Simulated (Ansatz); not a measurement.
# GaGe (F-43m) in Ansatz: further runs

The runs below take GaGe through single point, atomic charges, with PBE, LDA.

Everything below comes from runs of Ansatz 0.2.0. Logs are shortened: lines on timing, memory, paths and dates and some standing lists are left out, and cuts for length are marked.

## Step 1: The crystal as given

Symmetry: F-43m, No. 216, cubic system. The conventional cell has a = 5.796 Å, b = 5.796 Å, c = 5.796 Å, α = 90.00°, β = 90.00°, γ = 90.00°. Ge (site symmetry -43m) is surrounded by 4 Ga at 2.51 Å. Ga (site symmetry -43m) is surrounded by 4 Ge at 2.51 Å.

The cell comes from a database or a generator and needn't be the stable form of this composition.

## Step 2: Single point, PBE

Contents of input.yaml:

```yaml
crystal:
  lattice:
    - [0.0, 2.897844, 2.897844]
    - [2.897844, 0.0, 2.897844]
    - [2.897844, 2.897844, 0.0]
  atoms:
    - { symbol: Ge, position: [0.0, 0.0, 0.0] }
    - { symbol: Ga, position: [0.25, 0.25, 0.25] }
kpoints:
  mp_grid: { grid: [8, 8, 8] }
scf:
  occupations: { method: gaussian, width: 0.05 }
hamiltonian:
  xc: pbe
  pseudopotentials: { kind: all_electron, lapw: { basis_error: 0.001 } }
output:
  forces: true
  stress: true
  eigenvalues: true
```

Potentials or basis: all-electron LAPW, scalar-relativistic.

Run with:

```console
$ ansatz run input.yaml --threads 1 --pin off --max-ram 3072MiB --backend cpu --events-out ev --progress --plain --runs-dir out
```

Output:

```text
Warning: RAYON_NUM_THREADS=1 ignored (pool sized by the plan → 1); use --threads N
LAPW: plane waves up to 8.880 Å⁻¹, error target 1.0e-3 eV per atom; small_component_spin mean_spin; Ga in spheres of 1.259 Å, 21 of its electrons in bands, Dirac shells []; Ge in spheres of 1.250 Å, 22 of its electrons in bands, Dirac shells [] (how accurate: hamiltonian.pseudopotentials.lapw.basis_error, Limitations)
Engine: ansatz 0.2.0, x86_64-unknown-linux-gnu
Pseudopotentials: kind: all_electron
Pseudopotential: Ge, LAPW, valence charge 22, lapw/all_electron/scalar/gaussian/Ge, Koelling and Harmon's equation, gaussian nucleus
Pseudopotential: Ga, LAPW, valence charge 21, lapw/all_electron/scalar/gaussian/Ga, Koelling and Harmon's equation, gaussian nucleus
Functional definition: PBE
  parameter kappa = 0.804
  parameter beta = 0.06672455060314922
  exchange = pbe_x(kappa = kappa, mu = beta*pi^2/3)
  correlation = pbe_c(beta = beta)
Crystal: 2 atoms, lattice volume = 48.669 Å³
Basis set: ecut = 300.4489988429847 eV, 561 PW (Γ), exchange–correlation at level 2
Bands: 26, of which v1, the nominal top of the filled ones, is band 22 counted from 1 (21 counted from 0)
Symmetry: 24 space group operations
Space group: F-43m (ITA 216), of the structure as read, at distance tolerance 3.7e-5 Å
k-points: 29 of 512 (time reversal used)
Non-local potential: Ge, projectors of the file, none
Non-local potential: Ga, projectors of the file, none
Initial density: superposition of atomic densities (chi_scale 0.1, normalization cell, long waves kept (reshape's long-wave potential 0.00 eV rms))
Initial wavefunctions: plane waves of lowest kinetic energy (no species holds an atomic orbital)
Functional: x = pbe(κ = 0.804, μ = 0.2195149727645171), c = pbe(β = 0.06672455060314922)
iter 1 solved again at ethr=4.03e-4 eV; its pass at ethr=1.00e-1 eV (dr2=1.73e-1 eV) is discarded
SCF iter   1: F=—  HF=-110015.865530 eV  |F-HF|=—  |Δ(HF+E_count)|=         —  Δρ=1.86e-2  dr2=1.74e-1  ethr=4.03e-4  ⟨swp⟩=2.9  Hψ=4727  notcnv=0
preconditioner: auto → LDOS  [insulator: Δε(μ)=0.274 eV  Ē_g=20.217 eV  σ=0.050 eV  W_gap=0.65  n_scr=14 (ndim 8)  ℏωp=27.7 eV  f_vac=0.117  D(μ)=2.33/eV (n_scr^D=14)  ε∞_Penn≈2.9  β→1.0]
SCF iter   2: F=—  HF=-110015.930313 eV  |F-HF|=—  |Δ(HF+E_count)|=   6.48e-2  Δρ=6.13e-3  dr2=3.54e-2  ethr=4.03e-4  ⟨swp⟩=2.1  Hψ=2264  notcnv=0
SCF iter   3: F=—  HF=-110015.846316 eV  |F-HF|=—  |Δ(HF+E_count)|=   8.40e-2  Δρ=4.32e-3  dr2=1.57e-2  ethr=8.24e-5  ⟨swp⟩=3.0  Hψ=2405  notcnv=0
SCF iter   4: F=—  HF=-110015.827501 eV  |F-HF|=—  |Δ(HF+E_count)|=   1.88e-2  Δρ=1.89e-3  dr2=3.29e-3  ethr=3.66e-5  ⟨swp⟩=2.0  Hψ=2127  notcnv=0
SCF iter   5: F=—  HF=-110015.828168 eV  |F-HF|=—  |Δ(HF+E_count)|=   6.67e-4  Δρ=9.52e-4  dr2=8.60e-4  ethr=7.64e-6  ⟨swp⟩=2.0  Hψ=2130  notcnv=0
SCF iter   6: F=—  HF=-110015.826841 eV  |F-HF|=—  |Δ(HF+E_count)|=   1.33e-3  Δρ=4.57e-4  dr2=1.38e-4  ethr=2.00e-6  ⟨swp⟩=2.0  Hψ=2125  notcnv=0
SCF iter   7: F=—  HF=-110015.826834 eV  |F-HF|=—  |Δ(HF+E_count)|=   6.82e-6  Δρ=1.39e-4  dr2=1.45e-5  ethr=3.20e-7  ⟨swp⟩=3.0  Hψ=2209  notcnv=0
iter 8 solved again at ethr=8.93e-10 eV; its pass at ethr=3.38e-8 eV (dr2=3.84e-7 eV) is discarded
SCF iter   8: F=—  HF=-110015.826832 eV  |F-HF|=—  |Δ(HF+E_count)|=   2.13e-6  Δρ=2.21e-5  dr2=3.83e-7  ethr=8.93e-10  ⟨swp⟩=2.0  Hψ=3671  notcnv=0
SCF iter   9: F=-110015.826832 eV  HF=-110015.826832 eV  |F-HF|=7.41e-9  |Δ(HF+E_count)|=   1.49e-8  Δρ=2.85e-6  dr2=2.73e-9  ethr=8.90e-10  ⟨swp⟩=3.0  Hψ=2221  notcnv=0
SCF 1 converged in 9 iterations: F = -110015.826832 eV  dr2 = 2.73e-9
SCF converged after 9 iterations
Free energy (F): -110015.826832 eV
Harris-Foulkes:  -110015.826832 eV  (|F-HF|=7.41e-9)
Internal energy: -110015.823893 eV  (E = F + TS)
E sigma→0 (E₀):  -110015.825362 eV
Entropy (-TS):   -0.002939 eV (-1.470 meV/atom)
Fermi energy:    7.829353 eV
--- Per-component energies (eV) ---
  E_band       = -1913.080613
  E_kinetic    = 112253.785312
  E_xc         = -4228.719436
  E_electrostatic = -218040.889769  (all electrons and nuclei)
  E_smearing   = -0.002939  (= −TS)
  E_closure    = 0.000000  (closes the sum)
  E_atoms      = -110008.744476  (free atoms, spherical and without spin; not in F)
  Σ components = -110015.826832   (vs F -110015.826832, Δ=0.00e0)
  Basis errors (estimates in eV, not in F): energy 4.3e-4 per atom: plane waves 4.0e-4 (2.3e-4 summed), levels above the bands 0.0e0, relativity 2.7e-8, radial functions 3.8e-5, core shells 4.3e-11; eigenvalues (radial functions only) 9.6e-7; not estimated: angular momenta, meshes, grids; target (lapw.basis_error) 1.0e-3; muffin-tin radii Ga 1.259 Å, Ge 1.250 Å
--- Forces (eV/Å), atoms counted from 1 ---
  atom   1  Ge    -0.00000000     0.00000000    -0.00000000
  atom   2  Ga     0.00000000    -0.00000000     0.00000000
  max |Σ_I F_I| component: 2.78e-17 eV/Å
--- Stress (GPa, compression-positive) ---
        0.236245      -0.000000      -0.000000
       -0.000000       0.236245       0.000000
       -0.000000       0.000000       0.236245
  P = ⅓ Tr σ = 0.2362 GPa (2.362 kbar)
--- Band table (eV; the first three rows and the last of 29) ---
  k-point 0: bands = ["-155.2366", "-135.3714", "-102.3650", "-102.3650", "-102.3650", "-86.1003", "-86.1003", "-86.1003", "-16.1351", "-16.1351", "-16.1351", "-16.1164", "-16.1164", "-6.5055", "-6.5055", "-6.5055", "-6.4462", "-6.4462", "-2.7271", "9.4923", "9.4923", "9.4923", "9.8736", "12.1691", "12.1691", "12.1691"]
  k-point 1: bands = ["-155.2366", "-135.3714", "-102.3650", "-102.3650", "-102.3650", "-86.1003", "-86.1003", "-86.1003", "-16.1350", "-16.1347", "-16.1347", "-16.1163", "-16.1163", "-6.5095", "-6.5028", "-6.5028", "-6.4465", "-6.4465", "-2.5446", "7.4089", "9.1907", "9.1907", "10.7015", "12.5765", "12.5765", "12.9557"]
  k-point 2: bands = ["-155.2366", "-135.3714", "-102.3650", "-102.3650", "-102.3650", "-86.1003", "-86.1003", "-86.1003", "-16.1350", "-16.1338", "-16.1338", "-16.1160", "-16.1160", "-6.5192", "-6.4970", "-6.4970", "-6.4464", "-6.4464", "-2.0177", "5.1557", "8.6822", "8.6822", "10.3395", "13.1334", "13.1334", "14.9140"]
  k-point 28: bands = ["-155.2366", "-135.3714", "-102.3650", "-102.3650", "-102.3650", "-86.1003", "-86.1003", "-86.1003", "-16.1348", "-16.1333", "-16.1296", "-16.1170", "-16.1143", "-6.5436", "-6.4819", "-6.4729", "-6.4541", "-6.4450", "0.3690", "2.1513", "5.6583", "5.7708", "13.5779", "13.6127", "13.9461", "14.2692"]
```

Wall time 19 s (1 thread of Intel Xeon Platinum 8259CL at 2.50GHz (Skylake/Cascade Lake), shared host); peak memory 0.35 GiB.

What came out:

| Quantity | Value |
| --- | --- |
| Free energy | -110015.8268 eV |
| Pressure | 0.2 GPa |
| Band gap on the k mesh | none (metal or under the smearing width) |

Levels at points of the mesh, in eV from the Fermi level:
```
             k point  band 18  band 19  band 20  band 21  band 22  band 23  band 24  band 25  band 26
  (0.00, 0.00, 0.00)   -14.28   -10.56     1.66     1.66     1.66     2.04     4.34     4.34     4.34
 (0.00, 0.00, -0.50)   -14.27    -8.60    -5.39     0.36     0.36     2.04     5.32     5.32     8.17
(0.00, -0.50, -0.50)   -14.27    -7.54    -5.83    -1.27    -1.27     2.31     2.41    10.99    10.99
```

## Step 3: Single point, PBE

Changes to input.yaml since step 2:

```diff
@@ -11,3 +11,3 @@
 scf:
-  occupations: { method: gaussian, width: 0.05 }
+  occupations: { method: gaussian, width: 0.02 }
 hamiltonian:
```

Potentials or basis: all-electron LAPW, scalar-relativistic.

Run with:

```console
$ ansatz run input.yaml --threads 1 --pin off --max-ram 3072MiB --backend cpu --events-out ev --progress --plain --runs-dir out
```

It took 19 s on 1 thread of Intel Xeon Platinum 8259CL at 2.50GHz (Skylake/Cascade Lake), shared host; peak memory 0.35 GiB.

Results (log left out):

| Quantity | Value |
| --- | --- |
| Free energy | -110015.8251 eV |
| Pressure | 0.2 GPa |
| Band gap on the k mesh | none (metal or under the smearing width) |

Levels at points of the mesh, in eV from the Fermi level:
| k point | band 20 | band 21 | band 22 | band 23 | band 24 | band 25 |
| --- | --- | --- | --- | --- | --- | --- |
| (0.00, 0.00, 0.00) | 1.65 | 1.65 | 1.65 | 2.03 | 4.33 | 4.33 |
| (0.00, 0.00, -0.50) | -5.40 | 0.35 | 0.35 | 2.03 | 5.31 | 5.31 |
| (0.00, -0.50, -0.50) | -5.84 | -1.28 | -1.28 | 2.30 | 2.40 | 10.98 |

## Step 4: Single point, PBE

Changes to input.yaml since step 3:

```diff
@@ -11,3 +11,3 @@
 scf:
-  occupations: { method: gaussian, width: 0.02 }
+  occupations: { method: gaussian, width: 0.1 }
 hamiltonian:
```

Potentials or basis: all-electron LAPW, scalar-relativistic.

Run with:

```console
$ ansatz run input.yaml --threads 1 --pin off --max-ram 3072MiB --backend cpu --events-out ev --progress --plain --runs-dir out
```

Output:

```text
Warning: RAYON_NUM_THREADS=1 ignored (pool sized by the plan → 1); use --threads N
LAPW: plane waves up to 8.880 Å⁻¹, error target 1.0e-3 eV per atom; small_component_spin mean_spin; Ga in spheres of 1.259 Å, 21 of its electrons in bands, Dirac shells []; Ge in spheres of 1.250 Å, 22 of its electrons in bands, Dirac shells [] (how accurate: hamiltonian.pseudopotentials.lapw.basis_error, Limitations)
[... 5 set-up lines as earlier in the session ...]
[... 47 lines left out ...]
  max |Σ_I F_I| component: 9.25e-18 eV/Å
--- Stress (GPa, compression-positive) ---
        0.236059       0.000000      -0.000000
        0.000000       0.236059       0.000000
       -0.000000       0.000000       0.236059
  P = ⅓ Tr σ = 0.2361 GPa (2.361 kbar)
--- Band table (eV; the first three rows and the last of 29) ---
  k-point 0: bands = ["-155.2372", "-135.3710", "-102.3655", "-102.3655", "-102.3655", "-86.0999", "-86.0999", "-86.0999", "-16.1356", "-16.1356", "-16.1356", "-16.1170", "-16.1170", "-6.5052", "-6.5052", "-6.5052", "-6.4459", "-6.4459", "-2.7272", "9.4921", "9.4921", "9.4921", "9.8736", "12.1691", "12.1691", "12.1691"]
  k-point 1: bands = ["-155.2372", "-135.3710", "-102.3655", "-102.3655", "-102.3655", "-86.0999", "-86.0999", "-86.0999", "-16.1356", "-16.1352", "-16.1352", "-16.1169", "-16.1169", "-6.5092", "-6.5025", "-6.5025", "-6.4461", "-6.4461", "-2.5447", "7.4088", "9.1906", "9.1906", "10.7014", "12.5765", "12.5765", "12.9557"]
  k-point 2: bands = ["-155.2372", "-135.3710", "-102.3655", "-102.3655", "-102.3655", "-86.0999", "-86.0999", "-86.0999", "-16.1355", "-16.1343", "-16.1343", "-16.1166", "-16.1166", "-6.5189", "-6.4967", "-6.4967", "-6.4461", "-6.4461", "-2.0178", "5.1556", "8.6821", "8.6821", "10.3395", "13.1334", "13.1334", "14.9139"]
  k-point 28: bands = ["-155.2372", "-135.3710", "-102.3655", "-102.3655", "-102.3655", "-86.0999", "-86.0999", "-86.0999", "-16.1353", "-16.1339", "-16.1302", "-16.1175", "-16.1148", "-6.5433", "-6.4816", "-6.4725", "-6.4538", "-6.4446", "0.3688", "2.1513", "5.6582", "5.7708", "13.5778", "13.6126", "13.9461", "14.2691"]
```

Run time: 20 s. Hardware: 1 thread of Intel Xeon Platinum 8259CL at 2.50GHz (Skylake/Cascade Lake), shared host; peak memory 0.35 GiB.

Results:

| Item | Value |
| --- | --- |
| Free energy | -110015.8298 eV |
| Pressure | 0.2 GPa |
| Band gap on the k mesh | none (metal or under the smearing width) |

## Step 5: Atomic charges, LDA, spin-orbit coupling, no magnetisation (volume scaled by 0.88)

Contents of input.yaml:

```yaml
crystal:
  lattice:
    - [0.0, 2.7769574569, 2.7769574569]
    - [2.7769574569, 0.0, 2.7769574569]
    - [2.7769574569, 2.7769574569, 0.0]
  atoms:
    - { symbol: Ge, position: [0.0, 0.0, 0.0] }
    - { symbol: Ga, position: [0.25, 0.25, 0.25] }
kpoints:
  mp_grid: { grid: [6, 6, 6] }
scf:
  occupations: { method: gaussian, width: 0.01 }
hamiltonian:
  xc: lda
  pseudopotentials: { kind: all_electron, lapw: { basis_error: 0.001 } }
magnetization:
  noncollinear: true
  spin_orbit: true
output:
  forces: true
  stress: true
  eigenvalues: true
  populations: true
```

Potentials or basis: all-electron LAPW, relativistic spinors.

Run with:

```console
$ ansatz run input.yaml --threads 1 --pin off --max-ram 3072MiB --backend cpu --events-out ev --progress --plain --runs-dir out
```

Output:

```text
Warning: RAYON_NUM_THREADS=1 ignored (pool sized by the plan → 1); use --threads N
Ge: projections on atomic orbitals take those of the free atom 1s2 2s2 2p6 3s2 3p6 3d10 4s2 4p2, of charge +0.00 (hamiltonian.pseudopotentials.projection_atoms)
Ga: projections on atomic orbitals take those of the free atom 1s2 2s2 2p6 3s2 3p6 3d10 4s2 4p1, of charge +0.00 (hamiltonian.pseudopotentials.projection_atoms)
LAPW: plane waves up to 9.371 Å⁻¹, error target 1.0e-3 eV per atom; Dirac's equation on spinors; Ga in spheres of 1.206 Å, 21 of its electrons in bands; Ge in spheres of 1.199 Å, 22 of its electrons in bands (how accurate: hamiltonian.pseudopotentials.lapw.basis_error, Limitations)
Engine: ansatz 0.2.0, aarch64-unknown-linux-gnu
[... 1 set-up line as earlier in the session ...]
[... 60 lines left out ...]
  k-point 1: bands = ["-152.9611", "-152.9611", "-133.2298", "-133.2298", "-103.5235", "-103.5235", "-99.2341", "-99.2341", "-99.2341", "-99.2341", "-86.9224", "-86.9224", "-83.2818", "-83.2818", "-83.2818", "-83.2818", "-15.2361", "-15.2355", "-15.2353", "-15.2353", "-14.6633", "-14.6633", "-14.6460", "-14.6460", "-14.6451", "-14.6443", "-5.6101", "-5.6087", "-5.6087", "-5.6021", "-5.1822", "-5.1822", "-5.1310", "-5.1310", "-5.1249", "-5.1165", "-1.8281", "-1.8281", "8.0917", "8.0917", "10.4178", "10.4178", "10.6087", "10.6112", "12.5555", "12.5555", "14.4122", "14.4122", "14.5433", "14.5442", "15.6093", "15.6093"]
  k-point 2: bands = ["-152.9611", "-152.9611", "-133.2298", "-133.2298", "-103.5235", "-103.5235", "-99.2341", "-99.2341", "-99.2341", "-99.2341", "-86.9224", "-86.9224", "-83.2818", "-83.2818", "-83.2818", "-83.2818", "-15.2356", "-15.2350", "-15.2337", "-15.2337", "-14.6618", "-14.6618", "-14.6464", "-14.6464", "-14.6428", "-14.6421", "-5.6121", "-5.6121", "-5.6076", "-5.5996", "-5.1783", "-5.1783", "-5.1423", "-5.1423", "-5.1149", "-5.1066", "-0.8027", "-0.8027", "4.9341", "4.9341", "9.7247", "9.7247", "9.9131", "9.9151", "11.9418", "11.9418", "14.8336", "14.8336", "14.9262", "14.9267", "17.8456", "17.8456"]
  k-point 15: bands = ["-152.9611", "-152.9611", "-133.2298", "-133.2298", "-103.5235", "-103.5235", "-99.2341", "-99.2341", "-99.2341", "-99.2341", "-86.9224", "-86.9224", "-83.2818", "-83.2818", "-83.2818", "-83.2818", "-15.2346", "-15.2336", "-15.2330", "-15.2321", "-14.6609", "-14.6599", "-14.6448", "-14.6437", "-14.6422", "-14.6421", "-5.6452", "-5.6174", "-5.5856", "-5.5756", "-5.2133", "-5.1558", "-5.1320", "-5.1262", "-5.1158", "-5.1048", "1.4403", "1.4520", "3.0648", "3.0991", "6.7892", "6.8687", "6.8853", "6.9364", "13.5549", "13.5934", "13.7529", "13.8059", "17.7773", "17.8380", "17.9233", "17.9927"]
--- Löwdin populations: 2 sites ---
  site symbol       q [e]
     0     Ge     31.9200
     1     Ga     31.0367
  spilling = 0.000688 (of n_electrons = 63.000000)
```

It took 45 s on 1 thread of Arm Neoverse V1, shared host; peak memory 0.42 GiB.

Results:

| Quantity | Value |
| --- | --- |
| Free energy | -109865.6441 eV |
| Pressure | 3.1 GPa |
| Band gap on the k mesh | none (metal or under the smearing width) |

Levels at points of the mesh, in eV from the Fermi level:
```tsv
k point	band 39	band 40	band 41	band 42	band 43	band 44	band 45	band 46	band 47	band 48
(0.00, 0.00, 0.00)	1.90	1.90	2.20	2.20	2.20	2.20	3.31	3.31	4.64	4.64
(0.00, 0.00, -0.50)	-5.71	-5.71	0.49	0.49	0.68	0.68	2.74	2.74	5.74	5.74
(0.00, -0.50, -0.50)	-6.05	-6.05	-1.33	-1.33	-1.29	-1.29	2.47	2.47	2.64	2.64
```

Caveat: the k mesh is thin for a metal, which can move the energy by tens of meV per atom.

## Step 6: Overview

```csv
task,level,potentials or basis,spin,cell,k mesh,cutoff (eV),smearing,gap on the mesh (eV),pressure (GPa)
single point,PBE,"all-electron LAPW, scalar-relativistic",off,as given,8 × 8 × 8,300,gaussian 0.05 eV,none,0.2
single point,PBE,"all-electron LAPW, scalar-relativistic",off,as given,8 × 8 × 8,300,gaussian 0.02 eV,none,0.2
single point,PBE,"all-electron LAPW, scalar-relativistic",off,as given,8 × 8 × 8,300,gaussian 0.1 eV,none,0.2
atomic charges,LDA,"all-electron LAPW, relativistic spinors","SOC, no magnetisation",volume scaled by 0.88,6 × 6 × 6,335,gaussian 0.01 eV,none,3.1
```

Alike in all rows: basis error allowed 0.001 eV/atom.

Caveats: the k mesh is thin for a metal, which can move the energy by tens of meV per atom (some runs).

Compare energies only between runs with the same functional and basis.
